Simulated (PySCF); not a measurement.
# C₃H₈O₂Si₂: electronic excitations

What electronic excitations should C₃H₈O₂Si₂ (`C#CC[Si@@H](O)O[SiH3]`) show?

Programs: PySCF 2.14.0, with density-fitted response routines of our own. Each step states its level of theory. These are calculated values for one molecule in the gas phase, unless marked as measured. Atoms count from 0, in the outputs and in this text.

### Step 1. The molecule as given

15 atoms, charge 0, multiplicity 1; geometry from: GFN2-xTB.

Bonds of the start (Å): C0–C1 1.20, C1–C2 1.44, C2–Si3 1.91, Si3–O4 1.63, Si3–O5 1.61, O5–Si6 1.62, C0–H7 1.05, C2–H8 1.09, C2–H9 1.09, Si3–H10 1.46, O4–H11 0.95, Si6–H12 1.46, Si6–H13 1.46, Si6–H14 1.46.

### Step 2. Excited states and response: B3LYP/def2-SVPD

The job: settings as JSON, then the geometry in Å.

```
{"job": {"kind": "uv", "xc": "B3LYP", "basis": "def2-SVPD", "nstates": 8, "ntriplets": 3}, "charge": 0, "multiplicity": 1}
C      3.506235    -0.197414     0.879628
C      2.564419    -0.150686     0.141319
C      1.388746    -0.101827    -0.690019
Si    -0.148753    -0.680681     0.282321
O     -0.297000     0.148358     1.672739
O     -1.454675    -0.357344    -0.607109
Si    -2.968363     0.198605    -0.783859
H      4.357159    -0.236215     1.491148
H      1.247915     0.923209    -1.042757
H      1.551887    -0.726898    -1.568626
H     -0.148365    -2.118785     0.527101
H      0.463635     0.290292     2.229692
H     -2.945813     1.652466    -0.632710
H     -3.820681    -0.428488     0.223687
H     -3.300759    -0.217914    -2.144465
```

Method: TDDFT B3LYP/def2-SVPD, vertical, gas phase, core orbitals frozen in the response.

Started as:

```console
$ OMP_NUM_THREADS=1 python probes_run.py task.json out
```

One launch serves the whole session: the jobs run in the order shown.

Predict these results of the whole session: lowest singlet (B3LYP/def2-SVPD); brightest single state of those computed; lowest triplet.

**Answer**, as computed:

| quantity | value |
| --- | --- |
| lowest singlet (B3LYP/def2-SVPD) | 6.43 eV (193 nm), f = 0.005 |
| brightest single state of those computed | state 3, 6.66 eV, f = 0.025 |
| lowest triplet | 5.50 eV |

**Reading.** The first singlet state (HOMO→LUMO 0.72, HOMO→LUMO+1 0.20) lies at 6.43 eV and is weak; of the 8 states computed, the strongest absorption comes from state 3 at 6.66 eV. The lowest triplet lies 0.93 eV below the lowest singlet (triplets in Tamm-Dancoff, singlets in full TDDFT).
